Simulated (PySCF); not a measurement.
# C₂H₆FNSi: NMR shifts at several levels of theory, part 1 of 2

Aim: compute the NMR shifts of C₂H₆FNSi (`[H]/N=C\C[SiH2]F`) at several levels, and see how far they spread and what each costs.

Computed with PySCF 2.14.0, with density-fitted response routines of our own, on a single molecule in the gas phase. Atoms are numbered from 0 throughout.

## 1. Starting geometry

11 atoms, charge 0, multiplicity 1; geometry from: PBE0-D3(BJ)/def2-SVP.

Bonds of the start (Å): N0–C1 1.27, C1–C2 1.50, C2–Si3 1.88, Si3–F4 1.63, N0–H5 1.03, C1–H6 1.11, C2–H7 1.10, C2–H8 1.10, Si3–H9 1.49, Si3–H10 1.49.

## 2. NMR shieldings: PBE0/6-31G*

Job settings and geometry (Å):

```
{"job": {"kind": "nmr", "xc": "PBE0", "basis": "6-31G*", "pop": true}, "charge": 0, "multiplicity": 1}
N     -1.804294     0.144295     1.297264
C     -1.250067     0.515243     0.218689
C     -0.384363    -0.290184    -0.701032
Si     1.436842     0.041269    -0.359489
F      2.323097    -0.716240    -1.494843
H     -1.612501    -0.849964     1.473417
H     -1.383165     1.574075    -0.069253
H     -0.568315    -1.370557    -0.576336
H     -0.578692    -0.026821    -1.754448
H      1.819428    -0.509308     0.969186
H      1.727770     1.499068    -0.440024
```

Method: GIAO PBE0/6-31G* NMR shielding, non-relativistic, gas phase.

Started as:

```
> OMP_NUM_THREADS=1 python probes_run.py task.json out
```

One launch serves the whole session: the jobs run in the order shown.

What it wrote:

```text
coarse grid: 9664 points
cycle   1  E = -523.4935750198  dE =  3.514e-01  |g| = 6.531e-01  |ddm| = 2.928e+00
cycle   2  E = -523.3848054327  dE =  1.088e-01  |g| = 1.019e+00  |ddm| = 1.358e+00
cycle   3  E = -523.5756511594  dE = -1.908e-01  |g| = 1.110e-01  |ddm| = 8.417e-01
cycle   4  E = -523.5783248667  dE = -2.674e-03  |g| = 4.499e-02  |ddm| = 1.230e-01
cycle   5  E = -523.5787512357  dE = -4.264e-04  |g| = 1.555e-02  |ddm| = 4.744e-02
cycle   6  E = -523.5788008196  dE = -4.958e-05  |g| = 2.673e-03  |ddm| = 1.447e-02
cycle   7  E = -523.5788023805  dE = -1.561e-06  |g| = 4.297e-04  |ddm| = 2.364e-03
final grid: 89176 points
cycle   8  E = -523.5409994679  dE = -1.443e-05  |g| = 5.741e-03  |ddm| = 1.412e-02
cycle   9  E = -523.5409973693  dE =  2.099e-06  |g| = 6.574e-03  |ddm| = 1.180e-02
cycle  10  E = -523.5410081302  dE = -1.076e-05  |g| = 6.620e-04  |ddm| = 6.230e-03
cycle  11  E = -523.5410082131  dE = -8.295e-08  |g| = 1.887e-04  |ddm| = 5.984e-04
cycle  12  E = -523.5410082195  dE = -6.395e-09  |g| = 8.400e-05  |ddm| = 1.888e-04
cycle  13  E = -523.5410082209  dE = -1.386e-09  |g| = 1.777e-05  |ddm| = 7.535e-05
cycle  14  E = -523.5410082210  dE = -6.548e-11  |g| = 3.878e-06  |ddm| = 1.584e-05
converged SCF energy = -523.5410082210

GIAO shielding tensors (ppm)
atom      isotropic    diamagn.    paramagn.     s11        s22        s33       span
  0 N      -64.673     323.172    -387.845   -364.646    -49.552    220.179    584.825
  1 C       39.853     251.804    -211.951    -67.296     44.856    141.998    209.294
  2 C      163.781     253.973     -90.192    138.373    153.588    199.381     61.008
  3 Si     395.758     878.489    -482.731    359.497    373.827    453.950     94.453
  4 F      387.545     466.615     -79.070    368.583    381.822    412.230     43.647
  5 H       22.090      32.374     -10.283     12.368     25.954     27.950     15.581
  6 H       24.280      28.623      -4.343     22.387     22.678     27.774      5.387
  7 H       30.208      31.487      -1.279     27.767     29.188     33.668      5.901
  8 H       29.883      30.042      -0.159     27.244     28.688     33.717      6.474
  9 H       26.664      29.653      -2.989     23.453     25.569     30.969      7.517
 10 H       26.520      29.187      -2.667     23.338     25.314     30.909      7.572
```

It took 24 s on 1 thread of Intel Xeon at 2.50GHz, shared host; peak memory 0.48 GiB.

The references, computed at this level on geometries of the same kind, shield at (ppm): 1H TMS 31.96, 13C TMS 194.1, 29Si TMS 418.1, 19F CFCl3 198.9, 15N NH3 259.4. Their shielding less the atom's gives the shift. The references are single molecules in the gas phase, so shifts against H2O, NH3, PH3, H3PO4 or CFCl3 are not on the usual liquid scales and can be off by tens of ppm. Atoms listed in one row are averaged.

| atoms | environment | σ (ppm) | δ (ppm) |
| --- | --- | --- | --- |
| C1 | C=N carbon | 39.9 | 154.3 |
| C2 | sp3 CH2 bonded to Si | 163.8 | 30.4 |
| H5 | hydrogen on an imine nitrogen | 22.09 | 9.87 |
| H6 | hydrogen on a C=N carbon | 24.28 | 7.68 |
| H9, H10 | hydrogen on a silicon bonded to C, F | 26.59 | 5.37 |
| H7, H8 | hydrogen on an sp3 CH2 bonded to Si | 30.05 | 1.92 |
| N0 | imine nitrogen | -64.7 | 324.1 |
| Si3 | silicon bonded to C, F, 2 H | 395.8 | 22.3 |
| F4 | fluorine bonded to Si | 387.5 | -188.6 |

The run also stored atomic charges by several schemes (e):

| atoms | Mulliken | IAO | Hirshfeld | ESP fit |
| --- | --- | --- | --- | --- |
| N0 | -0.51 | -0.42 | -0.24 | -0.71 |
| C1 | 0.04 | 0.05 | 0.05 | 0.35 |
| C2 | -0.65 | -0.60 | -0.15 | -0.48 |
| Si3 | 0.80 | 1.08 | 0.41 | 0.61 |
| F4 | -0.41 | -0.52 | -0.21 | -0.28 |

Mayer bond orders: N0–C1 1.99, C1–C2 0.97, C2–Si3 0.89, Si3–F4 0.93.

## 3. Shielding tensors: PBE0/6-311+G(2d,p)

Settings changed since step 2:

```diff
@@ -1,2 +1,2 @@
-{"job": {"kind": "nmr", "xc": "PBE0", "basis": "6-31G*", "pop": true}, "charge": 0, "multiplicity": 1}
+{"job": {"kind": "nmr", "xc": "PBE0", "basis": "6-311+G(2d,p)", "pop": true}, "charge": 0, "multiplicity": 1}
 N     -1.804294     0.144295     1.297264
```

With the program's defaults for keys left out, this is: GIAO PBE0/6-311+G(2d,p) NMR shielding, non-relativistic, gas phase.

What it wrote:

```text
coarse grid: 9664 points
cycle   1  E = -523.5748627682  dE =  3.270e-01  |g| = 6.567e-01  |ddm| = 2.581e+00
cycle   2  E = -523.4526855984  dE =  1.222e-01  |g| = 1.078e+00  |ddm| = 1.409e+00
cycle   3  E = -523.6523487043  dE = -1.997e-01  |g| = 1.126e-01  |ddm| = 8.932e-01
cycle   4  E = -523.6547059692  dE = -2.357e-03  |g| = 5.084e-02  |ddm| = 1.045e-01
cycle   5  E = -523.6552518233  dE = -5.459e-04  |g| = 1.817e-02  |ddm| = 4.266e-02
cycle   6  E = -523.6553102443  dE = -5.842e-05  |g| = 3.706e-03  |ddm| = 1.405e-02
cycle   7  E = -523.6553130984  dE = -2.854e-06  |g| = 4.403e-04  |ddm| = 3.382e-03
final grid: 89176 points
cycle   8  E = -523.6559106415  dE = -3.731e-05  |g| = 5.928e-03  |ddm| = 3.609e-02
cycle   9  E = -523.6559077840  dE =  2.858e-06  |g| = 6.900e-03  |ddm| = 1.097e-02
cycle  10  E = -523.6559184359  dE = -1.065e-05  |g| = 8.231e-04  |ddm| = 5.870e-03
cycle  11  E = -523.6559185543  dE = -1.185e-07  |g| = 3.684e-04  |ddm| = 7.312e-04
cycle  12  E = -523.6559185847  dE = -3.039e-08  |g| = 4.982e-05  |ddm| = 2.535e-04
cycle  13  E = -523.6559185850  dE = -3.072e-10  |g| = 2.653e-05  |ddm| = 4.733e-05
converged SCF energy = -523.6559185850

GIAO shielding tensors (ppm)
atom      isotropic    diamagn.    paramagn.     s11        s22        s33       span
  0 N      -89.905     308.383    -398.288   -395.791    -83.508    209.583    605.373
  1 C       17.540     255.388    -237.848    -98.363     21.207    129.777    228.140
  2 C      152.832     245.445     -92.613    124.588    141.286    192.620     68.032
  3 Si     344.292     876.434    -532.142    304.420    323.428    405.029    100.609
  4 F      388.339     463.726     -75.388    368.252    387.389    409.375     41.122
  5 H       22.020      30.814      -8.794     12.401     25.739     27.919     15.518
  6 H       23.694      30.106      -6.411     21.676     22.248     27.160      5.485
  7 H       29.468      31.271      -1.802     27.250     28.498     32.657      5.408
  8 H       29.002      30.515      -1.513     26.851     27.796     32.360      5.509
  9 H       26.369      29.106      -2.736     23.547     25.372     30.188      6.641
 10 H       26.184      28.737      -2.553     23.355     25.062     30.136      6.781
```

Wall time 48 s (1 thread of Intel Xeon at 2.50GHz, shared host); peak memory 0.86 GiB.

This run: δ C1 168.9, C2 33.6, N0 351.8, Si3 0.1, H5 9.49, H6 7.82 ppm.

## 4. Nuclear shieldings: PBE0/def2-SVP

Settings changed since step 3:

```diff
@@ -1,2 +1,2 @@
-{"job": {"kind": "nmr", "xc": "PBE0", "basis": "6-311+G(2d,p)", "pop": true}, "charge": 0, "multiplicity": 1}
+{"job": {"kind": "nmr", "xc": "PBE0", "basis": "def2-SVP", "pop": true}, "charge": 0, "multiplicity": 1}
 N     -1.804294     0.144295     1.297264
```

Method: GIAO PBE0/def2-SVP NMR shielding, non-relativistic, gas phase.

What it wrote:

```text
coarse grid: 9664 points
cycle   1  E = -523.1526273171  dE =  3.156e-01  |g| = 6.417e-01  |ddm| = 3.225e+00
cycle   2  E = -523.0394986856  dE =  1.131e-01  |g| = 1.017e+00  |ddm| = 1.513e+00
cycle   3  E = -523.2324226295  dE = -1.929e-01  |g| = 1.093e-01  |ddm| = 9.509e-01
cycle   4  E = -523.2349659229  dE = -2.543e-03  |g| = 4.692e-02  |ddm| = 1.276e-01
cycle   5  E = -523.2354377921  dE = -4.719e-04  |g| = 1.467e-02  |ddm| = 5.044e-02
cycle   6  E = -523.2354811963  dE = -4.340e-05  |g| = 2.936e-03  |ddm| = 1.490e-02
cycle   7  E = -523.2354831099  dE = -1.914e-06  |g| = 4.395e-04  |ddm| = 2.954e-03
final grid: 89176 points
cycle   8  E = -523.2978092246  dE = -1.445e-05  |g| = 5.304e-03  |ddm| = 1.734e-02
cycle   9  E = -523.2978073016  dE =  1.923e-06  |g| = 6.062e-03  |ddm| = 1.141e-02
cycle  10  E = -523.2978165549  dE = -9.253e-06  |g| = 6.461e-04  |ddm| = 6.192e-03
cycle  11  E = -523.2978166389  dE = -8.399e-08  |g| = 1.884e-04  |ddm| = 6.407e-04
cycle  12  E = -523.2978166459  dE = -7.009e-09  |g| = 7.437e-05  |ddm| = 2.003e-04
cycle  13  E = -523.2978166469  dE = -1.042e-09  |g| = 1.554e-05  |ddm| = 6.804e-05
cycle  14  E = -523.2978166470  dE = -4.832e-11  |g| = 3.740e-06  |ddm| = 1.662e-05
converged SCF energy = -523.2978166470

GIAO shielding tensors (ppm)
atom      isotropic    diamagn.    paramagn.     s11        s22        s33       span
  0 N      -77.166     315.522    -392.687   -394.573    -65.279    228.356    622.930
  1 C       34.866     255.717    -220.851    -74.713     36.427    142.884    217.597
  2 C      163.222     253.825     -90.603    137.151    152.117    200.396     63.245
  3 Si     412.509     879.221    -466.711    378.482    391.477    467.569     89.088
  4 F      391.719     464.470     -72.751    371.695    391.040    412.423     40.728
  5 H       21.315      33.550     -12.236     10.533     25.662     27.749     17.216
  6 H       24.035      30.369      -6.334     21.931     22.521     27.652      5.721
  7 H       29.693      32.641      -2.948     27.275     28.475     33.328      6.053
  8 H       29.189      30.757      -1.568     26.644     27.886     33.037      6.394
  9 H       26.460      29.956      -3.497     23.508     25.310     30.561      7.053
 10 H       26.278      29.503      -3.224     23.287     25.064     30.485      7.198
```

Run time: 26 s. Hardware: 1 thread of Intel Xeon at 2.50GHz, shared host; peak memory 0.54 GiB.

In short: δ C1 158.9, C2 30.5, N0 347.0, Si3 -5.3, H5 10.03, H6 7.31 ppm.

## 5. Nuclear shieldings: PBE0/def2-TZVP

Settings changed since step 4:

```diff
@@ -1,2 +1,2 @@
-{"job": {"kind": "nmr", "xc": "PBE0", "basis": "def2-SVP", "pop": true}, "charge": 0, "multiplicity": 1}
+{"job": {"kind": "nmr", "xc": "PBE0", "basis": "def2-TZVP", "pop": true}, "charge": 0, "multiplicity": 1}
 N     -1.804294     0.144295     1.297264
```

With the program's defaults for keys left out, this is: GIAO PBE0/def2-TZVP NMR shielding, non-relativistic, gas phase.

What it wrote:

```text
coarse grid: 9664 points
cycle   1  E = -523.6053571659  dE =  3.234e-01  |g| = 6.557e-01  |ddm| = 2.442e+00
cycle   2  E = -523.4864526675  dE =  1.189e-01  |g| = 1.073e+00  |ddm| = 1.187e+00
cycle   3  E = -523.6833142423  dE = -1.969e-01  |g| = 1.110e-01  |ddm| = 7.536e-01
cycle   4  E = -523.6856472913  dE = -2.333e-03  |g| = 5.085e-02  |ddm| = 9.274e-02
cycle   5  E = -523.6861892333  dE = -5.419e-04  |g| = 1.810e-02  |ddm| = 4.108e-02
cycle   6  E = -523.6862477564  dE = -5.852e-05  |g| = 3.344e-03  |ddm| = 1.346e-02
cycle   7  E = -523.6862500781  dE = -2.322e-06  |g| = 4.398e-04  |ddm| = 3.099e-03
final grid: 89176 points
cycle   8  E = -523.6801121612  dE = -4.108e-05  |g| = 6.090e-03  |ddm| = 3.130e-02
cycle   9  E = -523.6801093592  dE =  2.802e-06  |g| = 6.996e-03  |ddm| = 1.100e-02
cycle  10  E = -523.6801202882  dE = -1.093e-05  |g| = 8.066e-04  |ddm| = 6.141e-03
cycle  11  E = -523.6801203927  dE = -1.044e-07  |g| = 4.082e-04  |ddm| = 6.855e-04
cycle  12  E = -523.6801204299  dE = -3.724e-08  |g| = 4.788e-05  |ddm| = 2.431e-04
cycle  13  E = -523.6801204302  dE = -2.744e-10  |g| = 2.658e-05  |ddm| = 3.901e-05
converged SCF energy = -523.6801204302

GIAO shielding tensors (ppm)
atom      isotropic    diamagn.    paramagn.     s11        s22        s33       span
  0 N      -93.175     319.009    -412.184   -406.202    -84.511    211.188    617.390
  1 C       16.723     251.683    -234.960   -100.278     20.927    129.519    229.798
  2 C      152.485     248.219     -95.734    124.372    140.335    192.749     68.377
  3 Si     333.255     877.077    -543.822    293.165    312.514    394.084    100.919
  4 F      379.650     465.493     -85.843    360.212    377.905    400.833     40.620
  5 H       21.921      32.870     -10.949     11.980     25.795     27.988     16.007
  6 H       23.667      29.499      -5.832     21.599     22.193     27.208      5.608
  7 H       29.458      31.238      -1.779     27.270     28.540     32.565      5.294
  8 H       29.015      30.018      -1.004     26.891     27.893     32.260      5.369
  9 H       26.333      29.641      -3.308     23.613     25.330     30.054      6.441
 10 H       26.118      29.230      -3.112     23.358     24.987     30.008      6.650
```

Wall time 61 s (1 thread of Intel Xeon at 2.50GHz, shared host); peak memory 0.93 GiB.

In short: δ C1 169.9, C2 34.2, N0 359.1, Si3 -1.7, H5 9.56, H6 7.81 ppm.

## 6. Shielding tensors: PBE0/cc-pVDZ

Settings changed since step 5:

```diff
@@ -1,2 +1,2 @@
-{"job": {"kind": "nmr", "xc": "PBE0", "basis": "def2-TZVP", "pop": true}, "charge": 0, "multiplicity": 1}
+{"job": {"kind": "nmr", "xc": "PBE0", "basis": "cc-pVDZ", "pop": true}, "charge": 0, "multiplicity": 1}
 N     -1.804294     0.144295     1.297264
```

Method: GIAO PBE0/cc-pVDZ NMR shielding, non-relativistic, gas phase.

What it wrote:

```text
coarse grid: 9664 points
cycle   1  E = -523.4772091773  dE =  3.876e-01  |g| = 6.493e-01  |ddm| = 5.773e+00
cycle   2  E = -523.3608126812  dE =  1.164e-01  |g| = 1.034e+00  |ddm| = 2.381e+00
cycle   3  E = -523.5587703397  dE = -1.980e-01  |g| = 1.108e-01  |ddm| = 1.382e+00
cycle   4  E = -523.5614243056  dE = -2.654e-03  |g| = 4.578e-02  |ddm| = 2.183e-01
cycle   5  E = -523.5618728675  dE = -4.486e-04  |g| = 1.550e-02  |ddm| = 7.102e-02
cycle   6  E = -523.5619209629  dE = -4.810e-05  |g| = 2.925e-03  |ddm| = 2.433e-02
cycle   7  E = -523.5619228662  dE = -1.903e-06  |g| = 4.578e-04  |ddm| = 4.783e-03
final grid: 89176 points
cycle   8  E = -523.5710512006  dE = -1.448e-05  |g| = 5.723e-03  |ddm| = 3.858e-02
cycle   9  E = -523.5710492385  dE =  1.962e-06  |g| = 6.432e-03  |ddm| = 2.172e-02
cycle  10  E = -523.5710598715  dE = -1.063e-05  |g| = 5.218e-04  |ddm| = 1.147e-02
cycle  11  E = -523.5710599181  dE = -4.665e-08  |g| = 1.833e-04  |ddm| = 8.599e-04
cycle  12  E = -523.5710599240  dE = -5.851e-09  |g| = 6.796e-05  |ddm| = 2.835e-04
cycle  13  E = -523.5710599249  dE = -9.409e-10  |g| = 2.323e-05  |ddm| = 1.092e-04
converged SCF energy = -523.5710599249

GIAO shielding tensors (ppm)
atom      isotropic    diamagn.    paramagn.     s11        s22        s33       span
  0 N      -71.756     321.944    -393.700   -381.550    -56.917    223.198    604.748
  1 C       36.566     254.046    -217.481    -74.116     40.293    143.520    217.636
  2 C      164.287     250.066     -85.780    138.216    152.145    202.499     64.283
  3 Si     416.139     881.439    -465.300    380.284    395.328    472.806     92.522
  4 F      398.044     464.301     -66.257    373.483    398.463    422.185     48.702
  5 H       21.319      35.083     -13.764     10.509     25.745     27.703     17.194
  6 H       23.766      29.974      -6.208     21.664     22.188     27.445      5.781
  7 H       29.415      31.850      -2.435     27.112     28.193     32.941      5.829
  8 H       29.014      30.039      -1.025     26.671     27.727     32.644      5.974
  9 H       26.427      30.320      -3.893     23.388     25.194     30.700      7.313
 10 H       26.277      29.794      -3.517     23.212     24.986     30.633      7.421
```

Wall time 27 s (1 thread of Intel Xeon at 2.50GHz, shared host); peak memory 0.57 GiB.

Key values: δ C1 160.2, C2 32.5, N0 344.9, Si3 2.5, H5 9.97, H6 7.52 ppm.

## 7. Shielding tensors: PBE0/cc-pVTZ

Settings changed since step 6:

```diff
@@ -1,2 +1,2 @@
-{"job": {"kind": "nmr", "xc": "PBE0", "basis": "cc-pVDZ", "pop": true}, "charge": 0, "multiplicity": 1}
+{"job": {"kind": "nmr", "xc": "PBE0", "basis": "cc-pVTZ", "pop": true}, "charge": 0, "multiplicity": 1}
 N     -1.804294     0.144295     1.297264
```

With the program's defaults for keys left out, this is: GIAO PBE0/cc-pVTZ NMR shielding, non-relativistic, gas phase.

What it wrote:

```text
coarse grid: 9664 points
cycle   1  E = -523.5888641545  dE =  3.288e-01  |g| = 6.580e-01  |ddm| = 6.185e+00
cycle   2  E = -523.4729480160  dE =  1.159e-01  |g| = 1.072e+00  |ddm| = 2.085e+00
cycle   3  E = -523.6672966684  dE = -1.943e-01  |g| = 1.106e-01  |ddm| = 1.255e+00
cycle   4  E = -523.6696342439  dE = -2.338e-03  |g| = 5.071e-02  |ddm| = 2.122e-01
cycle   5  E = -523.6701723391  dE = -5.381e-04  |g| = 1.795e-02  |ddm| = 7.474e-02
cycle   6  E = -523.6702294936  dE = -5.715e-05  |g| = 3.217e-03  |ddm| = 2.562e-02
cycle   7  E = -523.6702316197  dE = -2.126e-06  |g| = 4.542e-04  |ddm| = 5.277e-03
final grid: 89176 points
cycle   8  E = -523.6699809641  dE = -4.812e-05  |g| = 6.090e-03  |ddm| = 9.152e-02
cycle   9  E = -523.6699784667  dE =  2.497e-06  |g| = 6.855e-03  |ddm| = 2.268e-02
cycle  10  E = -523.6699893473  dE = -1.088e-05  |g| = 7.024e-04  |ddm| = 1.200e-02
cycle  11  E = -523.6699894145  dE = -6.713e-08  |g| = 4.330e-04  |ddm| = 1.346e-03
cycle  12  E = -523.6699894560  dE = -4.154e-08  |g| = 3.855e-05  |ddm| = 5.214e-04
cycle  13  E = -523.6699894563  dE = -2.633e-10  |g| = 1.832e-05  |ddm| = 7.954e-05
converged SCF energy = -523.6699894563

GIAO shielding tensors (ppm)
atom      isotropic    diamagn.    paramagn.     s11        s22        s33       span
  0 N      -92.954     329.743    -422.697   -407.783    -83.017    211.939    619.722
  1 C       18.911     248.879    -229.968    -97.897     24.361    130.269    228.166
  2 C      153.692     245.494     -91.803    125.526    141.532    194.018     68.492
  3 Si     356.482     884.735    -528.253    316.492    335.082    417.872    101.380
  4 F      386.079     463.246     -77.168    366.451    384.548    407.236     40.785
  5 H       21.531      34.789     -13.258     11.493     25.387     27.714     16.220
  6 H       23.528      29.354      -5.825     21.424     22.051     27.110      5.687
  7 H       29.246      31.254      -2.008     27.013     28.198     32.528      5.515
  8 H       28.804      30.045      -1.241     26.586     27.581     32.245      5.659
  9 H       26.341      29.875      -3.534     23.517     25.320     30.187      6.670
 10 H       26.141      29.364      -3.223     23.295     24.991     30.137      6.842
```

Run time: 68 s. Hardware: 1 thread of Intel Xeon at 2.50GHz, shared host; peak memory 0.96 GiB.

This run: δ C1 168.4, C2 33.6, N0 359.7, Si3 3.5, H5 9.76, H6 7.76 ppm.

## 8. NMR shieldings: PBE0/aug-cc-pVDZ

Settings changed since step 7:

```diff
@@ -1,2 +1,2 @@
-{"job": {"kind": "nmr", "xc": "PBE0", "basis": "cc-pVTZ", "pop": true}, "charge": 0, "multiplicity": 1}
+{"job": {"kind": "nmr", "xc": "PBE0", "basis": "aug-cc-pVDZ", "pop": true}, "charge": 0, "multiplicity": 1}
 N     -1.804294     0.144295     1.297264
```

Level: GIAO PBE0/aug-cc-pVDZ NMR shielding, non-relativistic, gas phase.

What it wrote:

```text
coarse grid: 9664 points
cycle   1  E = -523.5124771283  dE =  3.627e-01  |g| = 6.036e-01  |ddm| = 7.044e+00
cycle   2  E = -523.4032476602  dE =  1.092e-01  |g| = 9.846e-01  |ddm| = 2.282e+00
cycle   3  E = -523.5848248819  dE = -1.816e-01  |g| = 1.058e-01  |ddm| = 1.294e+00
cycle   4  E = -523.5872183928  dE = -2.394e-03  |g| = 4.262e-02  |ddm| = 2.409e-01
cycle   5  E = -523.5876099273  dE = -3.915e-04  |g| = 1.493e-02  |ddm| = 7.730e-02
cycle   6  E = -523.5876534171  dE = -4.349e-05  |g| = 3.213e-03  |ddm| = 2.499e-02
cycle   7  E = -523.5876557605  dE = -2.343e-06  |g| = 3.711e-04  |ddm| = 5.843e-03
final grid: 89176 points
cycle   8  E = -523.5968577595  dE = -1.863e-05  |g| = 5.848e-03  |ddm| = 1.236e-01
cycle   9  E = -523.5968547309  dE =  3.029e-06  |g| = 6.846e-03  |ddm| = 2.649e-02
cycle  10  E = -523.5968667094  dE = -1.198e-05  |g| = 6.912e-04  |ddm| = 1.291e-02
cycle  11  E = -523.5968668009  dE = -9.148e-08  |g| = 2.416e-04  |ddm| = 1.259e-03
cycle  12  E = -523.5968668130  dE = -1.213e-08  |g| = 7.480e-05  |ddm| = 4.178e-04
cycle  13  E = -523.5968668140  dE = -9.861e-10  |g| = 2.387e-05  |ddm| = 1.287e-04
converged SCF energy = -523.5968668140

GIAO shielding tensors (ppm)
atom      isotropic    diamagn.    paramagn.     s11        s22        s33       span
  0 N      -63.678     301.082    -364.761   -351.770    -57.012    217.746    569.516
  1 C       31.873     238.045    -206.172    -78.822     33.906    140.535    219.357
  2 C      162.772     218.810     -56.038    136.547    150.127    201.642     65.095
  3 Si     413.282     885.004    -471.723    371.051    392.094    476.701    105.650
  4 F      402.816     469.660     -66.844    377.680    404.089    426.679     48.999
  5 H       21.706      33.093     -11.387     12.082     25.425     27.611     15.529
  6 H       23.447      32.094      -8.647     21.390     22.032     26.919      5.529
  7 H       29.214      31.339      -2.125     26.818     28.293     32.532      5.714
  8 H       28.727      29.563      -0.836     26.425     27.577     32.180      5.754
  9 H       26.261      26.939      -0.678     23.263     25.178     30.342      7.079
 10 H       26.070      26.773      -0.703     23.039     24.903     30.269      7.230
```

Run time: 43 s. Hardware: 1 thread of Intel Xeon at 2.50GHz, shared host; peak memory 0.86 GiB.

In short: δ C1 163.2, C2 32.3, N0 333.5, Si3 3.4, H5 9.69, H6 7.95 ppm.

(Continued in part 2 of 2.)
